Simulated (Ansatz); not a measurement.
# BrH4InN2: ionisation energy by level of theory

One table from this session's results is given with a row withheld; the runs are named, their logs left out.

Method: unrestricted cation, the program's frozen cores in correlated methods; program: Ansatz 0.2.0, Gaussian basis.

The runs, in order: UKS PBE-D4/def2-TZVPP; UKS r2SCAN-D4/def2-TZVPP; UKS PBE0-D4/def2-TZVPP; UKS B3LYP-D4/def2-TZVPP; UKS wB97X-V/def2-TZVPP; UKS wB97M-V/def2-TZVPP; UKS B2PLYP/def2-TZVPP; UHF-CCSD(T)/def2-TZVPP; UHF-MP2/def2-QZVPP; extrapolation to the limit; then −ε(HOMO) from the neutral's earlier runs with LDA (SPW92), PBE-D4, revPBE-D4, BLYP-D4, r2SCAN-D4, B97M-V, PBE0-D4, B3LYP-D4, r2SCANh-D4, r2SCAN0-D4, HSE06-D4, BHLYP-D4, CAM-B3LYP-D4, LC-ωPBE, ωB97X-V, ωB97M-V.

1 further run of the same task is left out (for a known fault of the program).

## The relaxed structure

All runs share one geometry, relaxed beforehand with PBE0-D4 in a triple-zeta def2 set. In takes the def2 core potential; no spin-orbit term is included.

SMILES `[NH2][In]([NH2])[Br]`, 8 atoms, charge 0, spin multiplicity 1.

Atoms are counted from 1 here; the program's logs count them from 0.

Bond lengths: N1–In2 2.010 Å, N1–H5 1.010 Å, N1–H6 1.010 Å, In2–N3 2.010 Å, In2–Br4 2.474 Å, N3–H7 1.010 Å, N3–H8 1.010 Å. Angles: In2–N1–H5 114.7°, In2–N1–H6 117.0°, H5–N1–H6 109.1°, N1–In2–N3 127.7°, N1–In2–Br4 115.6°, N3–In2–Br4 115.6°, In2–N3–H7 114.7°, In2–N3–H8 117.0°, H7–N3–H8 109.1°.

Coordinates:

```xyz
8
charge 0, multiplicity 1
N    -0.80692    1.67164    0.05236
In   -0.18746   -0.19952   -0.34215
N     0.81853   -1.44316    0.87518
Br   -1.14792   -1.23711   -2.37270
H    -1.12311    2.19059   -0.75491
H    -0.18824    2.25443    0.59848
H     1.20006   -2.26122    0.42110
H     1.52716   -1.03274    1.46684
```

Set-up of the first run:

in.yaml reads:

```yaml
crystal:
  periodic: [false, false, false]
  atoms:
    - {symbol: N, position_ang: [-0.806918, 1.671640, 0.052364]}
    - {symbol: In, position_ang: [-0.187457, -0.199516, -0.342154]}
    - {symbol: N, position_ang: [0.818531, -1.443164, 0.875185]}
    - {symbol: Br, position_ang: [-1.147923, -1.237115, -2.372700]}
    - {symbol: H, position_ang: [-1.123111, 2.190585, -0.754911]}
    - {symbol: H, position_ang: [-0.188237, 2.254429, 0.598480]}
    - {symbol: H, position_ang: [1.200058, -2.261222, 0.421102]}
    - {symbol: H, position_ang: [1.527158, -1.032736, 1.466835]}
basis:
  gaussian: {orbitals: def2-TZVPP}
total_charge: 1
magnetization: {spin_polarized: true, initial_magnetization: 1}
hamiltonian: {xc: pbe, dispersion: d4}
```

The run is started by

```
$ ansatz run in.yaml --threads 2 --pin off --events-out ev --progress --plain --max-ram 32768MiB --backend cpu
```

Among the steps run: Cation, UKS PBE-D4/def2-TZVPP; Cation, UKS r2SCAN-D4/def2-TZVPP; Cation, UKS PBE0-D4/def2-TZVPP; Cation, UKS B3LYP-D4/def2-TZVPP; Cation, UKS wB97X-V/def2-TZVPP; Cation, UKS wB97M-V/def2-TZVPP; Cation, UKS B2PLYP (frozen core)/def2-TZVPP; Cation, UHF-CCSD(T)/def2-TZVPP; Cation, UHF-MP2/def2-QZVPP.

One table of the session follows, with a row left open; its other results are not shown here.

For comparison, −ε(HOMO) of the neutral from earlier runs:

```
  functional  −ε(HOMO) (eV)
 LDA (SPW92)           6.17
      PBE-D4           5.97
   revPBE-D4           5.89
     BLYP-D4           5.84
   r2SCAN-D4           6.26
      B97M-V           6.28
     PBE0-D4              ?
    B3LYP-D4           7.09
  r2SCANh-D4           6.77
  r2SCAN0-D4           7.55
    HSE06-D4           6.93
    BHLYP-D4           8.61
CAM-B3LYP-D4           8.75
     LC-ωPBE          10.16
     ωB97X-V           9.77
     ωB97M-V           9.67
```

**Question.** Estimate the row for PBE0-D4.

As computed: −ε(HOMO) (eV): 7.34. In the column «−ε(HOMO) (eV)» it lies between B3LYP-D4 (7.09) and r2SCAN0-D4 (7.55).
